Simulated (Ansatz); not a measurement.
# InCl2F (SMILES [F][In]([Cl])[Cl]) at CCSD(T)/def2-SVP (core potential)

What is the electronic atomisation energy of InCl2F at CCSD(T)/def2-SVP (core potential)? 

Program for the calculation: Ansatz 0.2.0.

38 further runs of the same task are left out: 7 that didn't finish, 31 set aside as unsound or not needed. Runs told in other sessions of the task aren't counted.

## Step 1: The structure to begin with

InCl2F: 4 atoms, total charge 0, spin state singlet. As SMILES, `[F][In]([Cl])[Cl]`. The shape is that of a PBE0-D4/def2-TZVP optimisation.

Bond lengths: F1–In2 1.926 Å, In2–Cl3 2.285 Å, In2–Cl4 2.285 Å. Angles: F1–In2–Cl3 117.6°, F1–In2–Cl4 117.6°, Cl3–In2–Cl4 124.8°.

## Step 2: A single-point energy at CCSD(T)/def2-SVP (core potential)

The input, input.yaml:

```yaml
crystal:
  periodic: [false, false, false]
  atoms:
    - symbol: F
      position_ang: [0.230900, 0.992100, 1.678900]
    - symbol: In
      position_ang: [0.019100, 0.009200, 0.035600]
    - symbol: Cl
      position_ang: [1.200200, -1.933300, -0.195800]
    - symbol: Cl
      position_ang: [-1.394700, 0.871700, -1.539000]
basis:
  gaussian: {orbitals: def2-SVP}
correlation: {method: ccsd_t, frozen_orbitals: {Cl: 5, F: 1, In: 4}}
accuracy: high
scf: {omitted_lower_state_checks: [cluster_reference, increment]}
```

Command:

```console
$ ansatz run input.yaml --threads 1 --pin off --max-ram 3480MiB --events-out events.jsonl --progress --plain --runs-dir runs
```

Standard output (excerpt; [...] marks lines left out):

```text
Warning: RAYON_NUM_THREADS=1 ignored (pool sized by the plan → 1); use --threads N
Functional definition: HF
  name "HF"
[...]
1561 factors; integrals over basis functions are off by at most 3.4e-9 eV
[...]
mean field -32855.16567310 eV, -1207.4050684553 hartree, gradient 1.3e-8 eV, S^2 0.000000; 0 other end points of the search recorded, 0 dependent functions left out
15 core orbitals not correlated: weight in the atoms' cores, before any rotation towards them, 1.000 or more for the frozen orbitals, at most 0.000 for the correlated occupied ones
reference -32855.16567310 eV, -1207.4050684553 hartree; 17, 17 occupied and 44, 44 virtual orbitals, 1561 factors
second order -14.35096998 eV of doubles, -0.00000000 eV of singles
cycle   1  -14.69039901 eV  change   -3.4e-1 eV  update   9.5e-2
[...]
cycle  21  -15.06533852 eV  change   4.3e-10 eV  update   1.4e-9
perturbative correction -0.30820647 eV, -0.0113263789 hartree
Total energy: -32870.53921810 eV, -1207.9700358133 hartree
Checks for a lower state left out: cluster_reference, increment
```

Run time: 11 s. Hardware: 1 thread of Arm Neoverse V2, shared host; peak memory 0.31 GiB.

## Step 3: The Cl atom, same level

The input, input.yaml:

```yaml
crystal:
  periodic: [false, false, false]
  atoms:
    - symbol: Cl
      position_ang: [0.000000, 0.000000, 0.000000]
basis:
  gaussian:
    orbitals: def2-SVP
magnetization:
  spin_polarized: true
  initial_magnetization: 1
correlation:
  method: ccsd_t
  frozen_orbitals: {Cl: 5}
accuracy: high
scf:
  omitted_lower_state_checks: [cluster_reference, increment]
```

Run the same way, it converges to -459.44599 Eh (log not shown).

## Step 4: The F atom

The input, run.yaml:

```yaml
crystal:
  periodic: [false, false, false]
  atoms:
    - {symbol: F, position_ang: [0.000000, 0.000000, 0.000000]}
basis:
  gaussian:
    orbitals: def2-SVP
magnetization:
  spin_polarized: true
  initial_magnetization: 1
correlation:
  method: ccsd_t
  frozen_orbitals: {F: 1}
accuracy: high
scf:
  omitted_lower_state_checks: [cluster_reference, increment]
```

Run the same way, it converges to -99.43472 Eh (log not shown).

## Step 5: The In atom at the same level

The input, molecule.yaml:

```yaml
crystal:
  periodic: [false, false, false]
  atoms:
    - symbol: In
      position_ang: [0.000000, 0.000000, 0.000000]
basis:
  gaussian:
    orbitals: def2-SVP
accuracy: high
correlation:
  method: ccsd_t
  frozen_orbitals: {In: 4}
magnetization:
  spin_polarized: true
  initial_magnetization: 1
scf:
  omitted_lower_state_checks: [cluster_reference, increment]
```

Run the same way, it converges to -189.27253 Eh (log not shown).

## Step 6: Outcome

At CCSD(T)/def2-SVP (core potential), 15 core orbitals frozen:

```
                                              quantity           value
                                molecule: total energy  -1207.97004 Eh
molecule: correlation energy (15 core orbitals frozen)      -565.0 mEh
                              molecule: (T) correction      -11.33 mEh
                               molecule: T1 diagnostic           0.012
                                 Cl atom: total energy   -459.44599 Eh
  Cl atom: correlation energy (5 core orbitals frozen)      -126.7 mEh
                               Cl atom: (T) correction       -1.03 mEh
            Cl atom: ⟨S²⟩ of the reference determinant           0.755
                                Cl atom: T1 diagnostic           0.005
                                  F atom: total energy    -99.43472 Eh
    F atom: correlation energy (1 core orbital frozen)      -150.7 mEh
                                F atom: (T) correction       -0.92 mEh
             F atom: ⟨S²⟩ of the reference determinant           0.752
                                 F atom: T1 diagnostic           0.003
                                 In atom: total energy   -189.27253 Eh
  In atom: correlation energy (4 core orbitals frozen)       -66.2 mEh
                               In atom: (T) correction       -1.89 mEh
            In atom: ⟨S²⟩ of the reference determinant           0.759
                                In atom: T1 diagnostic           0.007
                         electronic atomisation energy       10.090 eV
```

**Reading.** Taking the molecule apart into free atoms costs 10.09 eV (974 kJ/mol), before zero-point energy and without spin-orbit coupling. The triples (molecule) make up 2.0 % of the correlation energy. The triples (Cl atom) make up 0.8 % of the correlation energy. The triples (F atom) make up 0.6 % of the correlation energy. The triples (In atom) make up 2.9 % of the correlation energy.
